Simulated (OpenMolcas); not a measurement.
**Tm³⁺ among point charges: CASSCF and CASPT2 levels and susceptibility**

Aim: the splitting of the states of Tm³⁺ in the field of 8 point charges, its lowest levels with spin-orbit coupling and its magnetic susceptibility.

Program: OpenMolcas 26.06. Level of theory: state-averaged CASSCF and CASPT2, spin-orbit coupling by RASSI with atomic mean-field integrals. These are calculated values, not measurements, unless marked.

### 1 The system

```
Species                           : Tm³⁺ (thulium, Z = 69, 66 electrons)
Basis                             : ANO-RCC-VDZP [7s6p4d2f1g], 68 functions
Scalar Hamiltonian                : DKH2, point nucleus
Inactive shells                   : 1s 2s 2p 3s 3p 3d 4s 4p 4d 5s 5p
Active space                      : 12 electrons in 7 orbitals (4f)
Some configurations of this space : 4f12
Orbitals                          : optimised for the highest spin of each parity, averaged over all roots
```

The outer shells:

4f12
```
4f [↑↓][↑↓][↑↓][↑↓][↑↓][↑ ][↑ ]
```

The ion sits among 8 point charges of -1.5 e arranged as a cube (Oh), 2.71 Å from the ion.

The work runs as a chain of OpenMolcas steps in one folder; each step below is one input file. Labels, J, g values, rates, χT and fits are worked out afterwards by a script from the matrices that RASSI stores. The input lists half of the charges; inversion (Group=XYZ) makes the rest.

### 2 GATEWAY and SEWARD: basis and integrals

File a.inp:

```
&GATEWAY
Coord
1

Tm 0.0 0.0 0.0
Basis=ANO-RCC-VDZP
Group=XYZ
NoMove
AngMom=0.0 0.0 0.0
AMFI
XField
4 Angstrom 0
1.564619 1.564619 1.564619 -1.500000
1.564619 1.564619 -1.564619 -1.500000
1.564619 -1.564619 1.564619 -1.500000
1.564619 -1.564619 -1.564619 -1.500000
&SEWARD
```

Launch:

```
$ OMP_NUM_THREADS=1 MOLCAS_MEM=2252 MOLCAS_PROJECT=a pymolcas a.inp > a.log
```

### 3 CASSCF: triplets of even parity, 21 roots

File a.inp:

```
&RASSCF
FileOrb=start.orb
Symmetry=1
Spin=3
nActEl=12 0 0
Inactive=15 12
Ras2=0 7
CIRoot=21 21 1
SDav=21
CIMx=300
Iter=120 100
PrWF=0.3
OrbListing=Nothing
MaxOrb=0
>>> COPY $Project.JobIph JOB001
```

start.orb holds the contracted functions of the basis, ordered by shell, or the orbitals of the step before.

### 4 Reference wave functions, singlets of even parity, 28 roots

File a.inp:

```
&RASSCF
FileOrb=start.orb
Symmetry=1
Spin=1
nActEl=12 0 0
Inactive=15 12
Ras2=0 7
CIRoot=28 28 1
SDav=28
CIMx=300
Iter=120 100
PrWF=0.3
OrbListing=Nothing
MaxOrb=0
CIOnly
>>> COPY $Project.JobIph JOB002
```

### 5 State interaction with spin-orbit coupling

File a.inp:

```
&RASSI
NrOfJobIphs=2 21 27
1 2 3 4 5 6 7 8 9 10 11 12 13 14 15 16 17 18 19 20 21
1 2 3 4 5 6 7 8 9 10 11 12 13 14 15 16 17 18 19 20 21 22 23 24 25 26 27
IphNames
JOB001
JOB002
EJob
SpinOrbit
DIPRint=1.0
SOCoupling=1000.0
Subsets=2
Property=9
'ANGMOM' 1 'ANGMOM' 2 'ANGMOM' 3 'MLTPL  1' 1 'MLTPL  1' 2 'MLTPL  1' 3
'AMFI' 1 'AMFI' 2 'AMFI' 3
SOProperty=3
'ANGMOM' 1 'ANGMOM' 2 'ANGMOM' 3
```

### 6 CASPT2: IPEA 0.25, imaginary shift 0.1 (closed shells correlated: 5s 5p)

File a.inp:

```
>>> COPY JOB001 $Project.JobIph
&CASPT2
Multistate=21 1 2 3 4 5 6 7 8 9 10 11 12 13 14 15 16 17 18 19 20 21
NoMult
Frozen=14 9
IPEA=0.25
Imaginary=0.1
MaxIter=60
WThr=0.0 0.3 0.05
PrWF=0.5
NoMix
>>> COPY JOB002 $Project.JobIph
&CASPT2
Multistate=27 1 2 3 4 5 6 7 8 9 10 11 12 13 14 15 16 17 18 19 20 21 22
23 24 25 26 27
NoMult
Frozen=14 9
IPEA=0.25
Imaginary=0.1
MaxIter=60
WThr=0.0 0.3 0.05
PrWF=0.5
NoMix
```

(Steps that only read results are left out.)

**Question.** What will these runs give? Wanted: spin-free ground state; first state of the same spin within the active space; lowest level; next level.

**Answer**, as computed:

| quantity | value |
| --- | --- |
| method | SS-CASPT2, IPEA 0.25, imaginary shift 0.1 (closed shells correlated: 5s 5p) |
| spin-free ground state | 3T1, 3-fold in its orbital part |
| first state of the same spin within the active space | 3T2 at 58.4 cm⁻¹ |
| lowest level | 2-fold E, g = 0.00, 0.00, 0.00 |
| next level | 17.7 cm⁻¹ |
| χT at 300 K | 7.12 cm³ K/mol |
| effective moment at 300 K | 7.55 μB |

Cost by method:

```
                                              method  time of its own steps  time with the reference
                                           A. CASSCF                    9 s                      9 s
B. SS-CASPT2, IPEA 0.25, imaginary shift 0.1, +5s 5p                  8.7 s                     18 s
```

Times are of one thread on a shared host.

**Reading.** The spin-free ground state (3T1) comes to 100 % from free-ion H terms and keeps the highest spin of the shell. The singlets rest on orbitals optimised for another spin in at least one step, which raises them against the optimised states. Not all states of the active space went into the spin-orbit step. CASPT2 does not keep the components of a term degenerate, and the means are used. This is an electrostatic model: the charges have no orbitals.
